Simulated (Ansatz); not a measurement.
# The cluster TiSi5: rung by rung

Aim: run the singlet of the cluster TiSi5 at one geometry on many levels, and compare frontier levels, spin and run time.

Program: Ansatz 0.2.0, Gaussian basis. Level of theory: as each input shows. These are calculated values, not measurements.

Levels to be run: PBE-D4/def2-TZVP, r2SCAN-D4/def2-TZVP, B2PLYP/def2-TZVP, LC-ωPBE/def2-TZVP, LC-ωPBE(0.10)/def2-SVP, LC-ωPBE(0.15)/def2-SVP, LC-ωPBE(0.20)/def2-SVP, LC-ωPBE(0.30)/def2-SVP, PBE-D4/def2-SVP, PBE0-D4/def2-SVP, HF/STO-3G, PBE0-D4/def2-TZVPD, PBE-D4/def2-TZVPD, r2SCAN-D4/def2-TZVPD, CCSD(T)/def2-TZVP, RPA/def2-TZVP.

2 further runs of the same task are left out: 2 set aside as unsound or not needed. Runs told in other sessions of the task aren't counted.

### Step 1. The structure

The geometry is that of the singlet, from an earlier relaxation (r2SCAN-D4/def2-SVP). At that level it is the lowest of the isomers that a small search found.

6 atoms, charge 0, spin multiplicity 1.

Atoms are counted from 1 here; the program's logs count them from 0.

Bond lengths: Ti1–Si2 2.530 Å, Ti1–Si4 2.429 Å, Ti1–Si5 2.388 Å, Ti1–Si6 2.532 Å, Si2–Si3 2.406 Å, Si2–Si4 2.383 Å, Si2–Si5 2.429 Å, Si3–Si6 2.407 Å, Si4–Si6 2.383 Å, Si5–Si6 2.429 Å. Angles: Si2–Ti1–Si4 57.4°, Si2–Ti1–Si5 59.1°, Si2–Ti1–Si6 57.9°, Si4–Ti1–Si5 106.0°, Si4–Ti1–Si6 57.4°, Si5–Ti1–Si6 59.1°, Ti1–Si2–Si3 109.3°, Ti1–Si2–Si4 59.2°, Ti1–Si2–Si5 57.5°, Si3–Si2–Si4 112.5°, Si3–Si2–Si5 61.4°, Si4–Si2–Si5 106.2°, Si2–Si3–Si6 61.2° and more.

No spin-orbit coupling is included.

PBE0-D4/def2-TZVP was run before; its log isn't repeated, and its numbers join the tables.

### Step 2. PBE-D4/def2-TZVP

start.molden holds the orbitals of an earlier run on this state, given as this run's starting guess.

Contents of in.yaml:

```yaml
crystal:
  periodic: [false, false, false]
  atoms:
    - {symbol: Ti, position_ang: [-0.306596, -0.786499, 2.341897]}
    - {symbol: Si, position_ang: [1.857604, 0.013666, 1.303718]}
    - {symbol: Si, position_ang: [3.131268, -1.886353, 0.557412]}
    - {symbol: Si, position_ang: [-0.210980, 0.239329, 0.142549]}
    - {symbol: Si, position_ang: [1.704092, -2.056137, 2.565363]}
    - {symbol: Si, position_ang: [0.734012, -1.939206, 0.342061]}
basis:
  gaussian: {orbitals: def2-TZVP, initial_orbitals: start.molden}
hamiltonian: {xc: pbe, dispersion: d4}
scf: {omitted_lower_state_checks: [starts]}
output: {orbitals: {seedname: orbitals}}
```

The run is started by

```
ansatz run in.yaml --threads 4 --pin off --events-out ev --progress --plain --max-ram 4787MiB
```

Further steps of the session: r2SCAN-D4/def2-TZVP; B2PLYP/def2-TZVP; LC-ωPBE/def2-TZVP; LC-ωPBE(0.10)/def2-SVP; LC-ωPBE(0.15)/def2-SVP; LC-ωPBE(0.20)/def2-SVP; LC-ωPBE(0.30)/def2-SVP; PBE-D4/def2-SVP; PBE0-D4/def2-SVP; HF/STO-3G; PBE0-D4/def2-TZVPD; PBE-D4/def2-TZVPD; r2SCAN-D4/def2-TZVPD; CCSD(T)/def2-TZVP; RPA/def2-TZVP.

Before running them: what should the planned runs give, taken together? Wanted: gap in def2-TZVP, named functionals, smallest and largest; gap over the ω; correlation energy, CCSD(T)/def2-TZVP; binding an atom, functionals in def2-TZVP; PBE0 total energy, smallest basis above largest.

As calculated:

| quantity | value |
| --- | --- |
| gap in def2-TZVP, named functionals, smallest and largest | 0.92 eV (PBE-D4), 7.00 eV (LC-ωPBE) |
| gap over the ω (1/bohr) | 3.71 eV at 0.1, 6.47 eV at 0.3 |
| correlation energy, CCSD(T)/def2-TZVP | -29.24 eV |
| binding an atom, functionals in def2-TZVP | 3.05 (LC-ωPBE) to 3.36 eV (PBE0-D4) |
| PBE0 total energy, smallest basis above largest | 16.61 eV (def2-SVP, def2-TZVPD) |

In words: Orbital gaps of the named functionals in def2-TZVP span 0.92 eV (PBE-D4) to 7.00 eV (LC-ωPBE); exact exchange widens it. Raising the ω (1/bohr) from 0.1 to 0.3 moves the HOMO by -1.61 eV and the LUMO by +1.15 eV. Notes on CCSD(T)/def2-TZVP and its Hartree-Fock reference, which MP2 shares: large T1 diagnostic, restricted state is unstable towards broken spin symmetry.
